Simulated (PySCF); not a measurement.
# Bi(CN)3: other functionals and bases at one geometry

How far do other levels of theory move the description of Bi(CN)3, and what does each cost? It is a constructed species; whether it can be made isn't addressed.

The runs use PySCF 2.14.0; several levels, as the steps say, no spin–orbit coupling.

4 further runs of the same task are left out: 2 for a known fault of the program, 1 that didn't finish, 1 set aside as unsound or not needed.

## 1. The system as given

7 atoms, charge 0, spin multiplicity 1.

Bond lengths: Bi1–C2 2.234 Å, Bi1–C4 2.234 Å, Bi1–C6 2.234 Å, C2–N3 1.166 Å, C4–N5 1.166 Å, C6–N7 1.166 Å. Angles: C2–Bi1–C4 92.4°, C2–Bi1–C6 92.4°, C4–Bi1–C6 92.4°, Bi1–C2–N3 173.5°, Bi1–C4–N5 173.5°, Bi1–C6–N7 173.5°.

As a file:

| atom | x (Å) | y (Å) | z (Å) |
| --- | --- | --- | --- |
| Bi1 | 0.00000 | 0.00000 | 0.71206 |
| C2 | 1.86174 | -0.00001 | -0.52278 |
| N3 | 2.90062 | -0.00001 | -1.05245 |
| C4 | -0.93086 | 1.61231 | -0.52278 |
| N5 | -1.45030 | 2.51201 | -1.05245 |
| C6 | -0.93087 | -1.61231 | -0.52278 |
| N7 | -1.45032 | -2.51200 | -1.05245 |

Formal oxidation states: Bi +3. An earlier session relaxed this geometry at r2SCAN, Bi def2-SVP with ECP60, C def2-SVP, N def2-SVP (singlet, point group C3v).

At r2SCAN on the finer grid: E = -492.836585 Eh, HOMO -8.88 eV, LUMO -3.42 eV, Mulliken charge on Bi1 +1.07 e, largest force component 0.018 eV/Å. 

Levels to run: PBE; TPSSh; PBE0; TPSS; r2SCAN, TZVP; r2SCAN, x2c-SVP. Hardware: 2 threads of Arm Neoverse V2, shared host.

## 2. PBE

Input file run.py (the lines that set the calculation):

```python
mol = gto.M(atom='''
Bi     0.00000     0.00000     0.71206
C      1.86174    -0.00001    -0.52278
N      2.90062    -0.00001    -1.05245
C     -0.93086     1.61231    -0.52278
N     -1.45030     2.51201    -1.05245
C     -0.93087    -1.61231    -0.52278
N     -1.45032    -2.51200    -1.05245''',
    basis={'Bi': 'def2-SVP', 'C': 'def2-SVP', 'N': 'def2-SVP'},
    ecp={'Bi': 'def2-SVP'},
    charge=0, spin=0)
mf = dft.RKS(mol, xc='PBE')
mf.grids.atom_grid = (75, 302)
mf = mf.density_fit()  # fitting sets: Bi def2-universal-JKFIT, C def2-universal-JKFIT, N def2-universal-JKFIT
mf.conv_tol = 1e-08; mf.max_cycle = 55
mf.kernel(dm0)  # dm0: the density of the relaxed state
```

Started as:

```sh
> OMP_NUM_THREADS=2 python run.py
```

## 3. TPSSh

Changes to run.py (the lines that set the calculation) since step 2:

```diff
@@ -11,3 +11,3 @@
     charge=0, spin=0)
-mf = dft.RKS(mol, xc='PBE')
+mf = dft.RKS(mol, xc='TPSSH')
 mf.grids.atom_grid = (75, 302)
```

## 4. PBE0

Changes to run.py (the lines that set the calculation) since step 3:

```diff
@@ -11,3 +11,3 @@
     charge=0, spin=0)
-mf = dft.RKS(mol, xc='TPSSH')
+mf = dft.RKS(mol, xc='PBE0')
 mf.grids.atom_grid = (75, 302)
```

## 5. TPSS

Changes to run.py (the lines that set the calculation) since step 4:

```diff
@@ -11,3 +11,3 @@
     charge=0, spin=0)
-mf = dft.RKS(mol, xc='PBE0')
+mf = dft.RKS(mol, xc='TPSS')
 mf.grids.atom_grid = (75, 302)
```

## 6. r2SCAN, TZVP

Basis: Bi def2-TZVP with ECP60, C def2-TZVP, N def2-TZVP. 

Changes to run.py (the lines that set the calculation) since step 5:

```diff
@@ -8,6 +8,6 @@
 N     -1.45032    -2.51200    -1.05245''',
-    basis={'Bi': 'def2-SVP', 'C': 'def2-SVP', 'N': 'def2-SVP'},
-    ecp={'Bi': 'def2-SVP'},
+    basis={'Bi': 'def2-TZVP', 'C': 'def2-TZVP', 'N': 'def2-TZVP'},
+    ecp={'Bi': 'def2-TZVP'},
     charge=0, spin=0)
-mf = dft.RKS(mol, xc='TPSS')
+mf = dft.RKS(mol, xc='R2SCAN')
 mf.grids.atom_grid = (75, 302)
@@ -15,2 +15,2 @@
 mf.conv_tol = 1e-08; mf.max_cycle = 55
-mf.kernel(dm0)  # dm0: the density of the relaxed state
+mf.kernel(dm0)  # dm0: free metal ions and neutral atoms
```

## 7. r2SCAN, x2c-SVP

Basis: Bi x2c-SVPall, C x2c-SVPall, N x2c-SVPall. All electrons are treated, with the spin-free X2C Hamiltonian.

Input file run.py (the lines that set the calculation):

```python
mol = gto.M(atom='''
Bi     0.00000     0.00000     0.71206
C      1.86174    -0.00001    -0.52278
N      2.90062    -0.00001    -1.05245
C     -0.93086     1.61231    -0.52278
N     -1.45030     2.51201    -1.05245
C     -0.93087    -1.61231    -0.52278
N     -1.45032    -2.51200    -1.05245''',
    basis={'Bi': 'x2c-SVPall', 'C': 'x2c-SVPall', 'N': 'x2c-SVPall'},
    nucmod='G',
    charge=0, spin=0)
mf = dft.RKS(mol, xc='R2SCAN')
mf.grids.atom_grid = (99, 590)
mf = mf.density_fit()  # fitting sets: Bi AutoAux, C AutoAux, N AutoAux
mf = mf.sfx2c1e()
mf.conv_tol = 1e-08; mf.max_cycle = 55
mf.kernel(dm0)  # dm0: free metal ions and neutral atoms
```

Q: Predict the outcome of this session. Wanted: for each run, HOMO; gap; charge on Bi1; dipole; largest force.

**Answer**, as computed:

| level | state | HOMO (eV) | gap (eV) | charge on Bi1 (e) | dipole (D) | largest force (eV/Å) | basis functions | time |
| --- | --- | --- | --- | --- | --- | --- | --- | --- |
| r2SCAN (relaxed here) | singlet | -8.88 | 5.46 | 1.07 | 6.43 | 0.02 | 110 | 28 s |
| PBE | singlet | -8.45 | 4.98 | 0.92 | 6.14 | 0.91 | 110 | 5.1 s |
| TPSSh | singlet | -9.13 | 5.98 | 1.06 | 6.43 | 0.03 | 110 | 7.1 s |
| PBE0 | singlet | -9.90 | 7.09 | 1.07 | 6.51 | 0.60 | 110 | 4.6 s |
| TPSS | singlet | -8.56 | 5.15 | 1.01 | 6.29 | 0.61 | 110 | 7.6 s |
| r2SCAN, TZVP | singlet | -9.00 | 5.41 | 1.08 | 6.52 | 0.85 | 236 | 29 s |
| r2SCAN, x2c-SVP | singlet | -8.90 | 5.45 | 1.22 | 6.41 | 1.09 | 146 | 36 s |

Times are on 2 threads of Arm Neoverse V2, shared host; the first row also made further properties.

In one basis the HOMO–LUMO gap runs from 4.98 eV (PBE) to 7.09 eV (PBE0). The largest leftover force, 1.09 eV/Å with r2SCAN, x2c-SVP, stands at a geometry relaxed at another level. The Mulliken charge on Bi spans +0.92 to +1.22 e over the levels. Total energies of different levels can't be compared. Spin–orbit coupling is left out throughout.
